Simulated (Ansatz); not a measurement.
Geometry optimisation, DFT PBE, scalar-relativistic, plane waves, PAW in Ansatz 0.2.0.

Input file:

```yaml
crystal:
  lattice:
    - [5.533395, 0.0, 0.0]
    - [0.0, 7.825403, 0.0]
    - [0.0, 0.0, 17.916744]
  atoms:
    - { symbol: Sr, position: [0.0, 0.0, 0.0558137] }
    - { symbol: Ti, position: [0.5, 0.25, 0.0558137] }
    - { symbol: O, position: [0.25, 0.25, 0.1330235] }
    - { symbol: O, position: [0.5, 0.0, 0.0558137] }
    - { symbol: O, position: [0.75, 0.25, 0.1330235] }
    - { symbol: Sr, position: [0.5, 0.0, 0.2102334] }
    - { symbol: Ti, position: [1.0, 0.25, 0.2102334] }
    - { symbol: O, position: [0.75, 0.25, 0.2874432] }
    - { symbol: O, position: [1.0, 0.0, 0.2102334] }
    - { symbol: O, position: [0.25, 0.25, 0.2874432] }
    - { symbol: Sr, position: [0.0, 0.0, 0.364653] }
    - { symbol: Ti, position: [0.5, 0.25, 0.364653] }
    - { symbol: O, position: [0.25, 0.25, 0.4418629] }
    - { symbol: O, position: [0.5, 0.0, 0.364653] }
    - { symbol: O, position: [0.75, 0.25, 0.4418629] }
    - { symbol: Sr, position: [0.0, 0.5, 0.0558137] }
    - { symbol: Ti, position: [0.5, 0.75, 0.0558137] }
    - { symbol: O, position: [0.25, 0.75, 0.1330235] }
    - { symbol: O, position: [0.5, 0.5, 0.0558137] }
    - { symbol: O, position: [0.75, 0.75, 0.1330235] }
    - { symbol: Sr, position: [0.5, 0.5, 0.2102334] }
    - { symbol: Ti, position: [1.0, 0.75, 0.2102334] }
    - { symbol: O, position: [0.75, 0.75, 0.2874432] }
    - { symbol: O, position: [1.0, 0.5, 0.2102334] }
    - { symbol: O, position: [0.25, 0.75, 0.2874432] }
    - { symbol: Sr, position: [0.0, 0.5, 0.364653] }
    - { symbol: Ti, position: [0.5, 0.75, 0.364653] }
    - { symbol: O, position: [0.25, 0.75, 0.4418629] }
    - { symbol: O, position: [0.5, 0.5, 0.364653] }
    - { symbol: O, position: [0.75, 0.75, 0.4418629] }
    - { symbol: O, position: [0.2541394, 0.4880855, 0.4915371] }
    - { symbol: H, position: [0.1019664, 0.5409413, 0.5026998] }
    - { symbol: H, position: [0.2307015, 0.3693531, 0.5026998] }
basis:
  ecutwfc: 420.0
kpoints:
  mp_grid: { grid: [3, 2, 1] }
hamiltonian:
  xc: pbe
  pseudopotentials: { kind: paw, azcp: { folder: soft_1 } }
scf:
  occupations: { method: gaussian, width: 0.05 }
  lower_state_search: "off"
relax:
  f_tol: 0.03
  max_steps: 60
  adjacent_minimum: "off"
  constraints: [{ sites: [0, 1, 2, 3, 4, 15, 16, 17, 18, 19] }]
```

Command:

```bash
$ ansatz run input.yaml --threads 4 --pin off --max-ram 10240MiB --backend cpu --events-out ev --progress --plain --runs-dir out
```

Task: Where does it end, and by what steps?

Result: The run converged. The force dipped under the threshold on the way, but the program's further checks kept it going. Limits of this set-up: coarse k mesh, thin slab, slab without dipole correction, no dispersion correction for a molecule that may bind weakly, a typed lattice constant that wasn't relaxed here. After 37 steps the energy has fallen by 7.304 eV; H32 moved furthest, 2.66 Å. Parted: O8–Sr11 (2.77 → 3.64 Å), O8–Sr26 (2.77 → 4.37 Å), O9–Sr11 (2.77 → 3.92 Å), O10–Sr26 (2.77 → 3.83 Å), Sr11–O23 (2.77 → 3.65 Å), O23–Sr26 (2.77 → 4.35 Å). Joined: Sr26–H33 (2.97 → 2.61 Å).

| step | energy less start (eV) | largest force component (eV/Å) | accepted |
| --- | --- | --- | --- |
| 0 | 0.0000 | 4.798 | yes |
| 2 | -5.0865 | 1.198 | yes |
| 4 | -6.0512 | 0.663 | yes |
| 6 | -6.5070 | 0.355 | yes |
| 8 | -6.7800 | 0.222 | yes |
| 10 | -6.9640 | 0.186 | yes |
| 12 | -7.0913 | 0.163 | yes |
| 14 | -7.1878 | 0.134 | yes |
| 16 | -7.2440 | 0.224 | yes |
| 18 | -7.2674 | 0.348 | yes |
| 20 | -7.2839 | 0.367 | yes |
| 22 | -7.2880 | 0.151 | yes |
| 24 | -7.2955 | 0.083 | no |
| 26 | -7.2984 | 0.032 | yes |
| 28 | -7.3008 | 0.080 | yes |
| 30 | -7.3020 | 0.023 | yes |
| 32 | -7.3025 | 0.017 | yes |
| 34 | -7.3035 | 0.044 | yes |
| 36 | -7.3039 | 0.018 | yes |
| 37 | -7.3041 | 0.022 | yes |

```xyz
33
Lattice="5.5334 0.0000 0.0000 0.0000 7.8254 0.0000 0.0000 0.0000 17.9167" Properties=species:S:1:pos:R:3
Sr 0.000 0.000 1.000
Ti 2.767 1.956 1.000
O 1.383 1.956 2.383
O 2.767 0.000 1.000
O 4.150 1.956 2.383
Sr 2.821 0.000 4.278
Ti 5.558 1.949 4.139
O 4.103 1.993 5.189
O 5.492 -0.001 3.593
O 1.359 1.825 5.279
Sr 0.600 -0.001 7.464
Ti 3.340 1.981 7.205
O 2.059 1.767 8.457
O 3.254 0.006 6.759
O 4.815 2.024 8.140
Sr 0.000 3.913 1.000
Ti 2.767 5.869 1.000
O 1.383 5.869 2.383
O 2.767 3.913 1.000
O 4.150 5.869 2.383
Sr 2.702 3.905 4.406
Ti 5.561 5.869 4.133
O 4.100 5.828 5.176
O 5.624 3.911 3.655
O 1.361 5.994 5.274
Sr 0.789 3.946 8.412
Ti 3.337 5.843 7.173
O 2.037 6.042 8.392
O 2.930 3.906 6.872
O 4.800 5.810 8.131
O 0.783 2.463 10.690
H -0.080 2.085 10.435
H 1.399 2.000 10.046
```

Whether the end is a true minimum wasn't checked by a vibrational analysis.

Run time: 13 min on 4 threads of Arm Neoverse V1, on a shared host, peak memory 2.4 GiB.
